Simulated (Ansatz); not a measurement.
# C2H6BBrS: small, medium and large basis sets

An exercise on one series of results from a longer session: the logs are not shown, and one member is left open.

The runs use Ansatz 0.2.0, Gaussian basis; one geometry, several basis sets.

The runs, in order: PBE0-D4/def2-SVP; ωB97M-V/def2-SVP; PBE0-D4/def2-QZVPP; ωB97M-V/def2-QZVPP; the functionals' def2-TZVPP values are taken from earlier runs.

## Structure used throughout

The geometry comes from an earlier relaxation with PBE0-D4 in a triple-zeta def2 set; it is a stationary point, not always the lowest conformer.

SMILES `CCB(S)Br`, 11 atoms, charge 0, spin multiplicity 1.

Atoms are counted from 1 here; the program's logs count them from 0.

Bond lengths: C1–C2 1.527 Å, C1–H6 1.092 Å, C1–H7 1.091 Å, C1–H8 1.092 Å, C2–B3 1.563 Å, C2–H9 1.100 Å, C2–H10 1.095 Å, B3–S4 1.786 Å, B3–Br5 1.930 Å, S4–H11 1.345 Å. Angles: C2–C1–H6 111.0°, C2–C1–H7 111.2°, C2–C1–H8 111.2°, H6–C1–H7 108.0°, H6–C1–H8 107.8°, H7–C1–H8 107.5°, C1–C2–B3 116.1°, C1–C2–H9 109.1°, C1–C2–H10 110.3°, B3–C2–H9 105.4°, B3–C2–H10 110.0°, H9–C2–H10 105.4°, C2–B3–S4 125.3°, C2–B3–Br5 120.3°, S4–B3–Br5 114.3°, B3–S4–H11 96.8°.

As a file:

```
C    -0.6616    1.2852    0.3487
C     0.0710   -0.0409    0.5363
B     0.6667   -0.6856   -0.7568
S     0.6575   -2.4296   -1.1400
Br    1.5544    0.4113   -2.0730
H    -1.0051    1.6811    1.3066
H    -0.0136    2.0320   -0.1127
H    -1.5357    1.1662   -0.2956
H     0.9286    0.1139    1.2081
H    -0.5741   -0.7612    1.0499
H    -0.0229   -2.8293   -0.0508
```

The first run:

Contents of in.yaml:

```yaml
crystal:
  periodic: [false, false, false]
  atoms:
    - {symbol: C, position_ang: [-0.661620, 1.285151, 0.348689]}
    - {symbol: C, position_ang: [0.071039, -0.040877, 0.536341]}
    - {symbol: B, position_ang: [0.666654, -0.685642, -0.756771]}
    - {symbol: S, position_ang: [0.657499, -2.429609, -1.139988]}
    - {symbol: Br, position_ang: [1.554439, 0.411295, -2.073041]}
    - {symbol: H, position_ang: [-1.005054, 1.681097, 1.306646]}
    - {symbol: H, position_ang: [-0.013553, 2.031970, -0.112703]}
    - {symbol: H, position_ang: [-1.535747, 1.166205, -0.295569]}
    - {symbol: H, position_ang: [0.928644, 0.113943, 1.208112]}
    - {symbol: H, position_ang: [-0.574064, -0.761218, 1.049932]}
    - {symbol: H, position_ang: [-0.022938, -2.829315, -0.050846]}
basis:
  gaussian: {orbitals: def2-SVP}
hamiltonian: {xc: pbe0, dispersion: d4}
output: {orbitals: {seedname: orbitals}}
```

Among the steps run: PBE0-D4 in def2-SVP; ωB97M-V in def2-SVP; PBE0-D4 in def2-QZVPP; ωB97M-V in def2-QZVPP.

One table of the session follows, with a row left open; its other results are not shown here.

It belongs to the step «Density functionals: the series». 

```
functional       basis  HOMO (eV)
   PBE0-D4    def2-SVP      -7.85
   PBE0-D4  def2-TZVPP      -7.96
   PBE0-D4  def2-QZVPP      -7.97
   ωB97M-V    def2-SVP      -9.96
   ωB97M-V  def2-TZVPP     -10.10
   ωB97M-V  def2-QZVPP          ?
```

**Question.** Estimate the row for ωB97M-V, def2-QZVPP.

The run gave: HOMO (eV): -10.12. In the column «HOMO (eV)» it is the lowest.
